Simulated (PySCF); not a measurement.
**CH₆BClSi: core binding energies at several levels of theory**

How much do the core binding energies of CH₆BClSi (`BC[SiH2]Cl`) depend on the level of theory, and what does each level cost?

The runs use PySCF 2.14.0, with density-fitted response routines of our own; the level of theory stands in each step. All values are computed, except where a source is named. Atoms count from 0, in the outputs and in this text.

### 1 The starting structure

10 atoms, charge 0, multiplicity 1; geometry from: PBE0-D3(BJ)/def2-SVP.

Bonds of the start (Å): B0–C1 1.54, C1–Si2 1.88, Si2–Cl3 2.07, B0–H4 1.21, B0–H5 1.21, C1–H6 1.10, C1–H7 1.10, Si2–H8 1.49, Si2–H9 1.49.

### 2 X-ray photoelectron lines: SCAN, X2C

The job: settings as JSON, then the geometry in Å.

```
{"job": {"kind": "xps"}, "charge": 0, "multiplicity": 1}
B     -0.904437     0.325060     0.863492
C      0.264737     1.324978     0.994994
Si     1.856172     0.496424     0.421405
Cl     3.393464     1.882690     0.552867
H     -1.524639     0.238038    -0.172029
H     -1.179418    -0.430801     1.767979
H      0.479105     1.633246     2.031738
H      0.170246     2.207055     0.340139
H      1.764732     0.063931    -0.999970
H      2.208912    -0.660260     1.289342
```

Level: delta-SCF UKS SCAN, pcX-2 on the ionised atom, pcseg-1 elsewhere, spin-free X2C.

The run is started by

```console
$ OMP_NUM_THREADS=1 python probes_run.py task.json out
```

One launch serves the whole session: the jobs run in the order shown.

What it wrote:

```text
ground state, core basis on atom 0 (B), 125 functions
  cycle   1  E = -818.03797989  |g| = 4.38e-01
  cycle   2  E = -818.00379261  |g| = 5.44e-01
  cycle   3  E = -818.09266030  |g| = 4.42e-02
  cycle   4  E = -818.09327973  |g| = 1.63e-02
  cycle   5  E = -818.09335426  |g| = 5.50e-03
  cycle   6  E = -818.09336506  |g| = 1.69e-03
  cycle   7  E = -818.09336297  |g| = 3.35e-04
  E(ground) = -818.13241484 Eh
hole in B 1s of atom 0
  cycle   1  E = -810.46910435  |g| = 1.15e+00
  cycle   2  E = -808.28135256  |g| = 1.95e+00
  cycle   3  E = -810.65314115  |g| = 5.32e-01
  cycle   4  E = -810.86716182  |g| = 1.53e-01
  cycle   5  E = -810.87834312  |g| = 7.90e-02
  cycle   6  E = -810.88227910  |g| = 3.53e-02
  cycle   7  E = -810.88305834  |g| = 2.22e-02
  cycle   8  E = -810.88348736  |g| = 8.39e-03
  cycle   9  E = -810.88362625  |g| = 7.16e-03
  cycle  10  E = -810.88368997  |g| = 3.72e-03
  cycle  11  E = -810.88370280  |g| = 9.19e-04
  cycle  12  E = -810.88370343  |g| = 3.66e-04
  E(ion) = -810.92223362 Eh   <S^2> = 0.9351   hole on atom = 1.000   binding energy = 196.199 eV
ground state, core basis on atom 1 (C), 125 functions
  cycle   1  E = -818.10235469  |g| = 5.69e-02
  cycle   2  E = -818.10232125  |g| = 1.80e-02
  cycle   3  E = -818.10231307  |g| = 1.91e-02
  cycle   4  E = -818.10241208  |g| = 1.62e-03
  cycle   5  E = -818.10241432  |g| = 2.48e-04
  E(ground) = -818.14018212 Eh
hole in C 1s of atom 1
  cycle   1  E = -806.85673393  |g| = 1.51e+00
  cycle   2  E = -806.19535992  |g| = 1.79e+00
  cycle   3  E = -807.38055039  |g| = 3.33e-01
  cycle   4  E = -807.42203204  |g| = 1.21e-01
  cycle   5  E = -807.42998090  |g| = 4.60e-02
  cycle   6  E = -807.43124535  |g| = 5.83e-03
  cycle   7  E = -807.43126846  |g| = 2.43e-03
  cycle   8  E = -807.43127266  |g| = 7.66e-04
  cycle   9  E = -807.43127338  |g| = 2.47e-04
  E(ion) = -807.46718860 Eh   <S^2> = 0.7671   hole on atom = 1.000   binding energy = 290.427 eV
ground state, core basis on atom 2 (Si), 136 functions
  cycle   1  E = -818.19887154  |g| = 2.88e-01
  cycle   2  E = -818.19884341  |g| = 4.52e-02
  cycle   3  E = -818.19868535  |g| = 4.35e-02
  cycle   4  E = -818.19911144  |g| = 8.08e-03
  cycle   5  E = -818.19913365  |g| = 9.23e-04
  cycle   6  E = -818.19913201  |g| = 1.55e-04
  E(ground) = -818.19572980 Eh
hole in Si 1s of atom 2
  cycle   1  E = -749.22416964  |g| = 4.35e+00
  cycle   2  E = -749.12880234  |g| = 2.24e+00
  cycle   3  E = -749.70880962  |g| = 9.36e-01
  cycle   4  E = -750.21983100  |g| = 3.29e-01
  cycle   5  E = -750.28370674  |g| = 6.11e-02
  cycle   6  E = -750.28512271  |g| = 3.59e-02
  cycle   7  E = -750.28599362  |g| = 1.11e-02
  cycle   8  E = -750.28606123  |g| = 3.68e-03
  cycle   9  E = -750.28606933  |g| = 9.39e-04
  cycle  10  E = -750.28606989  |g| = 2.85e-04
  E(ion) = -750.28840380 Eh   <S^2> = 0.7524   hole on atom = 1.000   binding energy = 1847.852 eV
hole in Si 2p of atom 2
  cycle   1  E = -813.88417597  |g| = 1.24e+00
  cycle   2  E = -813.59067308  |g| = 1.25e+00
  cycle   3  E = -814.12630996  |g| = 3.62e-01
  cycle   4  E = -814.20720666  |g| = 9.30e-02
  cycle   5  E = -814.21220721  |g| = 2.62e-02
  cycle   6  E = -814.21265746  |g| = 7.74e-03
  cycle   7  E = -814.21268916  |g| = 3.72e-03
  cycle   8  E = -814.21269719  |g| = 9.34e-04
  cycle   9  E = -814.21269803  |g| = 2.59e-04
  E(ion) = -814.21868695 Eh   <S^2> = 0.7518   hole on atom = 1.003   binding energy = 108.221 eV
  2p3/2 = 107.959 eV   2p1/2 = 108.585 eV
ground state, core basis on atom 3 (Cl), 136 functions
  cycle   1  E = -818.28765037  |g| = 4.85e-01
  cycle   2  E = -818.28772374  |g| = 4.86e-02
  cycle   3  E = -818.28757490  |g| = 4.44e-02
  cycle   4  E = -818.28808132  |g| = 9.20e-03
  cycle   5  E = -818.28810170  |g| = 2.07e-03
  cycle   6  E = -818.28810109  |g| = 3.01e-04
  E(ground) = -818.30909948 Eh
hole in Cl 1s of atom 3
  cycle   1  E = -713.08755767  |g| = 5.47e+00
  cycle   2  E = -713.64185347  |g| = 2.12e+00
  cycle   3  E = -714.11652603  |g| = 6.76e-01
  cycle   4  E = -714.29473639  |g| = 2.49e-01
  cycle   5  E = -714.32587521  |g| = 1.02e-01
  cycle   6  E = -714.33126193  |g| = 2.25e-02
  cycle   7  E = -714.33147137  |g| = 8.79e-03
  cycle   8  E = -714.33151494  |g| = 1.64e-03
  cycle   9  E = -714.33151582  |g| = 1.91e-04
  E(ion) = -714.36056259 Eh   <S^2> = 0.7520   hole on atom = 1.000   binding energy = 2828.584 eV
hole in Cl 2p of atom 3
  cycle   1  E = -810.22415868  |g| = 1.71e+00
  cycle   2  E = -810.28410858  |g| = 1.21e+00
  cycle   3  E = -810.65540409  |g| = 2.33e-01
  cycle   4  E = -810.67740771  |g| = 1.37e-01
  cycle   5  E = -810.68828701  |g| = 3.35e-02
  cycle   6  E = -810.68886919  |g| = 8.68e-03
  cycle   7  E = -810.68891411  |g| = 2.53e-03
  cycle   8  E = -810.68891769  |g| = 4.46e-04
  E(ion) = -810.71783682 Eh   <S^2> = 0.7517   hole on atom = 1.001   binding energy = 206.569 eV
  2p3/2 = 205.985 eV   2p1/2 = 207.639 eV
```

Run time: 25 s. Hardware: 1 thread of Arm Neoverse V1, shared host; peak memory 0.49 GiB.

Binding energies by hole, beside the orbital energy of the ground state; the difference holds orbital relaxation and, for a density functional, its self-interaction error:

| hole | stands for | environment | ΔSCF (eV; 2p as the shell's mean) | −ε (eV) | ⟨S²⟩ |
| --- | --- | --- | --- | --- | --- |
| B1s on B0 | B0 | boron bonded to C, 2 H | 196.20 (doubtful) | 180.6 | 0.935 |
| C1s on C1 | C1 | sp3 CH2 bonded to B and Si | 290.43 | 273.7 | 0.767 |
| Si1s on Si2 | Si2 | silicon bonded to C, Cl, 2 H | 1847.85 | 1794.7 | 0.752 |
| Si2p on Si2 | Si2 | silicon bonded to C, Cl, 2 H | 108.17 | 97.4 | 0.752 |
| Cl1s on Cl3 | Cl3 | chlorine bonded to Si | 2828.58 | 2763.6 | 0.752 |
| Cl2p on Cl3 | Cl3 | chlorine bonded to Si | 206.54 | 193.4 | 0.752 |

Doubtful: the ion did not converge, its hole moved, or its ⟨S²⟩ is well above 0.75.

With the spin-orbit splitting: Si2 2p3/2 107.96, 2p1/2 108.59 eV; Cl3 2p3/2 205.98, 2p1/2 207.64 eV. The table gives each 2p level as the mean over the whole 2p shell (two parts 2p3/2, one part 2p1/2), which differs a little from the single hole in the log.

### 3 Core holes by ΔSCF: B3LYP, X2C

Same as in step 2 but for these lines:

```diff
@@ -1,2 +1,2 @@
-{"job": {"kind": "xps"}, "charge": 0, "multiplicity": 1}
+{"job": {"kind": "xps", "xc": "B3LYP"}, "charge": 0, "multiplicity": 1}
 B     -0.904437     0.325060     0.863492
```

Level: delta-SCF UKS B3LYP, pcX-2 on the ionised atom, pcseg-1 elsewhere, spin-free X2C.

What it wrote:

```text
ground state, core basis on atom 0 (B), 125 functions
  cycle   1  E = -818.09512243  |g| = 3.92e-01
  cycle   2  E = -818.08133344  |g| = 4.46e-01
  cycle   3  E = -818.13885791  |g| = 2.99e-02
  cycle   4  E = -818.13908669  |g| = 1.42e-02
  cycle   5  E = -818.13914514  |g| = 3.44e-03
  cycle   6  E = -818.13914895  |g| = 6.66e-04
  cycle   7  E = -818.13914825  |g| = 8.96e-05
  E(ground) = -818.13893477 Eh
hole in B 1s of atom 0
  cycle   1  E = -810.50101703  |g| = 1.15e+00
  cycle   2  E = -808.44621873  |g| = 1.89e+00
  cycle   3  E = -810.70229982  |g| = 5.26e-01
  cycle   4  E = -810.90560061  |g| = 1.22e-01
  cycle   5  E = -810.91064325  |g| = 9.57e-02
  cycle   6  E = -810.91558260  |g| = 2.61e-02
  cycle   7  E = -810.91602307  |g| = 1.08e-02
  cycle   8  E = -810.91614349  |g| = 4.17e-03
  cycle   9  E = -810.91619630  |g| = 2.49e-03
  cycle  10  E = -810.91622595  |g| = 1.17e-03
  cycle  11  E = -810.91623230  |g| = 4.21e-04
  E(ion) = -810.91597822 Eh   <S^2> = 0.8055   hole on atom = 1.000   binding energy = 196.547 eV
ground state, core basis on atom 1 (C), 125 functions
  cycle   1  E = -818.14577681  |g| = 4.15e-02
  cycle   2  E = -818.14576179  |g| = 1.47e-02
  cycle   3  E = -818.14576372  |g| = 1.41e-02
  cycle   4  E = -818.14581628  |g| = 7.34e-04
  cycle   5  E = -818.14581644  |g| = 9.19e-05
  E(ground) = -818.14549445 Eh
hole in C 1s of atom 1
  cycle   1  E = -806.90636764  |g| = 1.52e+00
  cycle   2  E = -806.38605593  |g| = 1.73e+00
  cycle   3  E = -807.44170392  |g| = 2.65e-01
  cycle   4  E = -807.46945451  |g| = 7.33e-02
  cycle   5  E = -807.47237663  |g| = 2.51e-02
  cycle   6  E = -807.47276585  |g| = 2.59e-03
  cycle   7  E = -807.47277244  |g| = 1.09e-03
  cycle   8  E = -807.47277270  |g| = 3.70e-04
  E(ion) = -807.47244431 Eh   <S^2> = 0.7593   hole on atom = 1.000   binding energy = 290.428 eV
ground state, core basis on atom 2 (Si), 136 functions
  cycle   1  E = -818.21484874  |g| = 1.66e-01
  cycle   2  E = -818.21491178  |g| = 4.15e-02
  cycle   3  E = -818.21498127  |g| = 2.66e-02
  cycle   4  E = -818.21512448  |g| = 4.54e-03
  cycle   5  E = -818.21512859  |g| = 3.08e-04
  E(ground) = -818.21515388 Eh
hole in Si 1s of atom 2
  cycle   1  E = -749.27804079  |g| = 4.39e+00
  cycle   2  E = -749.40601615  |g| = 2.13e+00
  cycle   3  E = -749.98601947  |g| = 7.87e-01
  cycle   4  E = -750.30934296  |g| = 2.85e-01
  cycle   5  E = -750.35794342  |g| = 4.42e-02
  cycle   6  E = -750.35892870  |g| = 1.83e-02
  cycle   7  E = -750.35914092  |g| = 4.60e-03
  cycle   8  E = -750.35915317  |g| = 1.12e-03
  cycle   9  E = -750.35915369  |g| = 2.24e-04
  E(ion) = -750.35918312 Eh   <S^2> = 0.7518   hole on atom = 1.000   binding energy = 1846.455 eV
hole in Si 2p of atom 2
  cycle   1  E = -813.90831897  |g| = 1.23e+00
  cycle   2  E = -813.76774344  |g| = 1.13e+00
  cycle   3  E = -814.19067225  |g| = 2.79e-01
  cycle   4  E = -814.23728019  |g| = 7.00e-02
  cycle   5  E = -814.24011389  |g| = 1.77e-02
  cycle   6  E = -814.24031511  |g| = 3.02e-03
  cycle   7  E = -814.24031909  |g| = 1.09e-03
  cycle   8  E = -814.24032072  |g| = 4.12e-04
  E(ion) = -814.24034873 Eh   <S^2> = 0.7524   hole on atom = 1.002   binding energy = 108.160 eV
  2p3/2 = 107.893 eV   2p1/2 = 108.516 eV
ground state, core basis on atom 3 (Cl), 136 functions
  cycle   1  E = -818.32991060  |g| = 2.63e-01
  cycle   2  E = -818.33005842  |g| = 4.22e-02
  cycle   3  E = -818.33011349  |g| = 2.63e-02
  cycle   4  E = -818.33026094  |g| = 4.86e-03
  cycle   5  E = -818.33026869  |g| = 6.99e-04
  cycle   6  E = -818.33026871  |g| = 8.34e-05
  E(ground) = -818.33008473 Eh
hole in Cl 1s of atom 3
  cycle   1  E = -713.22407837  |g| = 5.52e+00
  cycle   2  E = -713.87620200  |g| = 2.07e+00
  cycle   3  E = -714.35794289  |g| = 5.51e-01
  cycle   4  E = -714.45546120  |g| = 1.74e-01
  cycle   5  E = -714.46953812  |g| = 6.30e-02
  cycle   6  E = -714.47160396  |g| = 5.78e-03
  cycle   7  E = -714.47162005  |g| = 2.31e-03
  cycle   8  E = -714.47162377  |g| = 1.25e-04
  E(ion) = -714.47153668 Eh   <S^2> = 0.7512   hole on atom = 1.000   binding energy = 2826.135 eV
hole in Cl 2p of atom 3
  cycle   1  E = -810.29022518  |g| = 1.66e+00
  cycle   2  E = -810.43246952  |g| = 1.14e+00
  cycle   3  E = -810.74190150  |g| = 1.32e-01
  cycle   4  E = -810.74715989  |g| = 9.14e-02
  cycle   5  E = -810.75186502  |g| = 1.70e-02
  cycle   6  E = -810.75201279  |g| = 2.40e-03
  cycle   7  E = -810.75201609  |g| = 4.64e-04
  E(ion) = -810.75190581 Eh   <S^2> = 0.7520   hole on atom = 1.001   binding energy = 206.213 eV
  2p3/2 = 205.568 eV   2p1/2 = 207.218 eV
```

It took 28 s on 1 thread of Arm Neoverse V1, shared host; peak memory 0.55 GiB.

Binding energies by hole, beside the orbital energy of the ground state; the difference holds orbital relaxation and, for a density functional, its self-interaction error:

```csv
hole,stands for,environment,ΔSCF (eV; 2p as the shell's mean),−ε (eV),⟨S²⟩
B1s on B0,B0,"boron bonded to C, 2 H",196.55,184.1,0.805
C1s on C1,C1,sp3 CH2 bonded to B and Si,290.43,276.9,0.759
Si1s on Si2,Si2,"silicon bonded to C, Cl, 2 H",1846.46,1804.2,0.752
Si2p on Si2,Si2,"silicon bonded to C, Cl, 2 H",108.10,100.0,0.752
Cl1s on Cl3,Cl3,chlorine bonded to Si,2826.14,2772.0,0.751
Cl2p on Cl3,Cl3,chlorine bonded to Si,206.12,196.1,0.752
```

With the spin-orbit splitting: Si2 2p3/2 107.89, 2p1/2 108.52 eV; Cl3 2p3/2 205.57, 2p1/2 207.22 eV. The table gives each 2p level as the mean over the whole 2p shell (two parts 2p3/2, one part 2p1/2), which differs a little from the single hole in the log.

### 4 Core holes by ΔSCF: PBE0, X2C

Same as in step 3 but for these lines:

```diff
@@ -1,2 +1,2 @@
-{"job": {"kind": "xps", "xc": "B3LYP"}, "charge": 0, "multiplicity": 1}
+{"job": {"kind": "xps", "xc": "PBE0"}, "charge": 0, "multiplicity": 1}
 B     -0.904437     0.325060     0.863492
```

With the program's defaults for keys left out, this is: delta-SCF UKS PBE0, pcX-2 on the ionised atom, pcseg-1 elsewhere, spin-free X2C.

What it wrote:

```text
ground state, core basis on atom 0 (B), 125 functions
  cycle   1  E = -817.68832458  |g| = 3.45e-01
  cycle   2  E = -817.68523258  |g| = 3.60e-01
  cycle   3  E = -817.72290415  |g| = 2.37e-02
  cycle   4  E = -817.72304759  |g| = 1.11e-02
  cycle   5  E = -817.72308255  |g| = 2.67e-03
  cycle   6  E = -817.72308555  |g| = 5.15e-04
  cycle   7  E = -817.72308578  |g| = 7.49e-05
  E(ground) = -817.72313132 Eh
hole in B 1s of atom 0
  cycle   1  E = -810.10942162  |g| = 1.15e+00
  cycle   2  E = -808.19375443  |g| = 1.80e+00
  cycle   3  E = -810.30876513  |g| = 5.25e-01
  cycle   4  E = -810.51259203  |g| = 1.14e-01
  cycle   5  E = -810.51871021  |g| = 8.72e-02
  cycle   6  E = -810.52280825  |g| = 2.39e-02
  cycle   7  E = -810.52323442  |g| = 1.27e-02
  cycle   8  E = -810.52343523  |g| = 5.76e-03
  cycle   9  E = -810.52356195  |g| = 3.40e-03
  cycle  10  E = -810.52362214  |g| = 1.32e-03
  cycle  11  E = -810.52362939  |g| = 4.40e-04
  E(ion) = -810.52363336 Eh   <S^2> = 0.8412   hole on atom = 1.000   binding energy = 195.908 eV
ground state, core basis on atom 1 (C), 125 functions
  cycle   1  E = -817.73054818  |g| = 5.74e-02
  cycle   2  E = -817.73054679  |g| = 1.18e-02
  cycle   3  E = -817.73053638  |g| = 1.30e-02
  cycle   4  E = -817.73058212  |g| = 5.32e-04
  cycle   5  E = -817.73058299  |g| = 8.52e-05
  E(ground) = -817.73053577 Eh
hole in C 1s of atom 1
  cycle   1  E = -806.50860450  |g| = 1.52e+00
  cycle   2  E = -806.12336346  |g| = 1.61e+00
  cycle   3  E = -807.04682429  |g| = 2.52e-01
  cycle   4  E = -807.07273917  |g| = 5.97e-02
  cycle   5  E = -807.07465918  |g| = 2.08e-02
  cycle   6  E = -807.07492958  |g| = 2.51e-03
  cycle   7  E = -807.07493745  |g| = 1.13e-03
  cycle   8  E = -807.07493705  |g| = 3.91e-04
  E(ion) = -807.07486592 Eh   <S^2> = 0.7623   hole on atom = 1.000   binding energy = 289.956 eV
ground state, core basis on atom 2 (Si), 136 functions
  cycle   1  E = -817.79912410  |g| = 2.09e-01
  cycle   2  E = -817.79916835  |g| = 3.28e-02
  cycle   3  E = -817.79917998  |g| = 2.66e-02
  cycle   4  E = -817.79933680  |g| = 3.13e-03
  cycle   5  E = -817.79933847  |g| = 3.62e-04
  E(ground) = -817.79956819 Eh
hole in Si 1s of atom 2
  cycle   1  E = -748.89318821  |g| = 4.39e+00
  cycle   2  E = -749.17013371  |g| = 1.98e+00
  cycle   3  E = -749.68413240  |g| = 6.98e-01
  cycle   4  E = -749.93845006  |g| = 2.40e-01
  cycle   5  E = -749.97318053  |g| = 3.24e-02
  cycle   6  E = -749.97371778  |g| = 1.26e-02
  cycle   7  E = -749.97381971  |g| = 3.14e-03
  cycle   8  E = -749.97382549  |g| = 7.71e-04
  cycle   9  E = -749.97382532  |g| = 2.00e-04
  E(ion) = -749.97404789 Eh   <S^2> = 0.7519   hole on atom = 1.000   binding energy = 1845.626 eV
hole in Si 2p of atom 2
  cycle   1  E = -813.50550759  |g| = 1.23e+00
  cycle   2  E = -813.43801840  |g| = 1.04e+00
  cycle   3  E = -813.79563733  |g| = 2.54e-01
  cycle   4  E = -813.83436107  |g| = 5.82e-02
  cycle   5  E = -813.83634805  |g| = 1.35e-02
  cycle   6  E = -813.83646509  |g| = 2.32e-03
  cycle   7  E = -813.83646755  |g| = 9.19e-04
  cycle   8  E = -813.83646879  |g| = 3.83e-04
  E(ion) = -813.83668776 Eh   <S^2> = 0.7530   hole on atom = 1.002   binding energy = 107.835 eV
  2p3/2 = 107.572 eV   2p1/2 = 108.191 eV
ground state, core basis on atom 3 (Cl), 136 functions
  cycle   1  E = -817.91584252  |g| = 3.24e-01
  cycle   2  E = -817.91597250  |g| = 3.16e-02
  cycle   3  E = -817.91599799  |g| = 2.01e-02
  cycle   4  E = -817.91608011  |g| = 3.78e-03
  cycle   5  E = -817.91608365  |g| = 5.04e-04
  cycle   6  E = -817.91608297  |g| = 6.00e-05
  E(ground) = -817.91599101 Eh
hole in Cl 1s of atom 3
  cycle   1  E = -712.83133678  |g| = 5.51e+00
  cycle   2  E = -713.56972770  |g| = 1.95e+00
  cycle   3  E = -714.00080261  |g| = 4.66e-01
  cycle   4  E = -714.06952346  |g| = 1.42e-01
  cycle   5  E = -714.07898403  |g| = 4.70e-02
  cycle   6  E = -714.08012211  |g| = 4.43e-03
  cycle   7  E = -714.08013276  |g| = 1.70e-03
  cycle   8  E = -714.08013509  |g| = 1.07e-04
  E(ion) = -714.08009061 Eh   <S^2> = 0.7512   hole on atom = 1.000   binding energy = 2825.519 eV
hole in Cl 2p of atom 3
  cycle   1  E = -809.88224609  |g| = 1.66e+00
  cycle   2  E = -810.07586649  |g| = 1.06e+00
  cycle   3  E = -810.33766913  |g| = 1.10e-01
  cycle   4  E = -810.34139641  |g| = 7.55e-02
  cycle   5  E = -810.34460517  |g| = 1.31e-02
  cycle   6  E = -810.34469348  |g| = 1.89e-03
  cycle   7  E = -810.34469533  |g| = 4.47e-04
  E(ion) = -810.34462618 Eh   <S^2> = 0.7523   hole on atom = 1.001   binding energy = 206.027 eV
  2p3/2 = 205.385 eV   2p1/2 = 207.030 eV
```

Run time: 28 s. Hardware: 1 thread of Arm Neoverse V1, shared host; peak memory 0.53 GiB.

Binding energies by hole, beside the orbital energy of the ground state; the difference holds orbital relaxation and, for a density functional, its self-interaction error:

```
       hole  stands for                   environment  ΔSCF (eV; 2p as the shell's mean)  −ε (eV)   ⟨S²⟩
  B1s on B0          B0        boron bonded to C, 2 H                             195.91    185.1  0.841
  C1s on C1          C1    sp3 CH2 bonded to B and Si                             289.96    278.4  0.762
Si1s on Si2         Si2  silicon bonded to C, Cl, 2 H                            1845.63   1808.0  0.752
Si2p on Si2         Si2  silicon bonded to C, Cl, 2 H                             107.78    100.8  0.753
Cl1s on Cl3         Cl3         chlorine bonded to Si                            2825.52   2777.0  0.751
Cl2p on Cl3         Cl3         chlorine bonded to Si                             205.93    197.4  0.752
```

With the spin-orbit splitting: Si2 2p3/2 107.57, 2p1/2 108.19 eV; Cl3 2p3/2 205.38, 2p1/2 207.03 eV. The table gives each 2p level as the mean over the whole 2p shell (two parts 2p3/2, one part 2p1/2), which differs a little from the single hole in the log.

[end of part 1 of 3]
